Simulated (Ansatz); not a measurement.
# Si5Ge: the cost of one run

Program: Ansatz 0.2.0. Level of theory: DFT PBE, scalar-relativistic, plane waves, PAW. These are calculated values, not measurements.

**1. The structure to begin with**

It takes space group F-43m (No. 216, cubic). The conventional cell has a = 7.281 Å, b = 7.281 Å, c = 7.281 Å, α = 90.00°, β = 90.00°, γ = 90.00°. Si (site symmetry -43m) has 12 Si at 3.02 Å and 4 Ge at 3.15 Å as nearest neighbours. Around Si (site symmetry 3m) lie 9 Si at 2.56 to 3.02 Å and 3 Ge at 3.02 Å. Ge (site symmetry -43m) has 16 Si at 3.02 to 3.15 Å as nearest neighbours.

Structure file:

```xyz
6
Lattice="0.0000 3.6404 3.6404 3.6404 0.0000 3.6404 3.6404 3.6404 0.0000" Properties=species:S:1:pos:R:3 pbc="T T T"
Si    1.8202    1.8202    1.8202
Si    2.7357    4.5451    2.7357
Si    2.7357    2.7357    4.5451
Si    4.5451    4.5451    4.5451
Si    4.5451    2.7357    2.7357
Ge    0.0000    0.0000    0.0000
```

The cell is invented: species swapped into a database cell of Be5Pt (F-43m, No. 216), with Si on the Be sites and Ge on the Pt sites. The dimensions are guesses.

**2. The guess as it stands, on a coarse mesh**

Contents of input.yaml:

```yaml
crystal:
  lattice:
    - [0.0, 3.64039244, 3.64039244]
    - [3.64039244, 0.0, 3.64039244]
    - [3.64039244, 3.64039244, 0.0]
  atoms:
    - { symbol: Si, position: [0.25, 0.25, 0.25] }
    - { symbol: Si, position: [0.62426262, 0.12721214, 0.62426262] }
    - { symbol: Si, position: [0.62426262, 0.62426262, 0.12721214] }
    - { symbol: Si, position: [0.62426262, 0.62426262, 0.62426262] }
    - { symbol: Si, position: [0.12721214, 0.62426262, 0.62426262] }
    - { symbol: Ge, position: [0.0, 0.0, 0.0] }
basis:
  ecutwfc: 420
kpoints:
  mp_grid: { grid: [4, 4, 4] }
hamiltonian:
  xc: pbe
scf:
  occupations: { method: gaussian, width: 0.1 }
  lower_state_search: "off"
output:
  forces: true
  stress: true
  eigenvalues: true
```

On the command line:

```bash
> ansatz run input.yaml --threads 1 --pin off --max-ram 2560MiB --backend cpu --events-out ev --progress --plain --runs-dir out
```

Q: Estimate wall time and peak memory on 1 thread of Intel Xeon Platinum 8488C (Sapphire Rapids), shared host.

About 1.4 s, with a peak of 0.36 GiB.
